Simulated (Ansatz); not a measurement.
Input of an Ansatz 0.2.0 run:

The input input.yaml:

```yaml
crystal:
  lattice:
    - [-1.37004, 1.37004, 9.71647]
    - [1.37004, -1.37004, 9.71647]
    - [1.37004, 1.37004, -9.71647]
  atoms:
    - { symbol: Ni, position: [0.19862, 0.19862, 0.0], spin: 1.0 }
    - { symbol: Mo, position: [0.60922, 0.60922, 0.0], spin: 1.0 }
    - { symbol: Pd, position: [0.7931, 0.7931, 0.0] }
    - { symbol: Ir, position: [0.39944, 0.39944, 0.0], spin: 0.6 }
    - { symbol: W, position: [0.99565, 0.99565, 0.0] }
hamiltonian:
  xc: revpbe
  pseudopotentials: { kind: paw }
magnetization:
  spin_polarized: true
kpoints:
  mp_grid: { grid: [13, 13, 13] }
  band_path:
    path:
      - [[0.0, 0.0, 0.0], [-0.5, 0.5, 0.0], [-0.5, 0.5, -0.0099407573], [-0.2549703786, 0.2549703786, -0.2549703786], [0.0, 0.0, 0.0], [0.5, 0.5, -0.5], [0.2549703786, 0.7450296214, -0.7450296214], [0.0, 0.5, -0.5], [-0.25, 0.75, -0.25], [0.0099407573, 0.9900592427, -0.5], [0.5, 0.5, -0.5]]
      - [[-0.5, 0.5, 0.0], [-0.25, 0.75, -0.25]]
    npoints: 14
scf:
  occupations: { method: fermi_dirac, width: 0.05 }
  n_extra_bands: 12
output:
  forces: true
  stress: true
  eigenvalues: true
  fatbands: false
```

Potentials or basis: Ansatz PAW.

The run is started by

```sh
$ ansatz run input.yaml --threads 8 --pin off --max-ram 20480MiB --backend cpu --events-out ev --progress --plain --runs-dir out
```

Estimate the absolute moment.

0.00 μB per cell.

Estimate the net moment.

0.00 μB per cell.

Stress tensor (GPa, compression positive):
```
2.89 0.00 0.00
0.00 2.89 0.00
0.00 0.00 3.01
```

Caveat: spin-orbit coupling is left out, which moves the levels of the heavy elements; the PAW data sets come from PBE, with cores solved anew for the run's functional, which leaves a small shift of forces and pressure; the starting moments weren't kept.
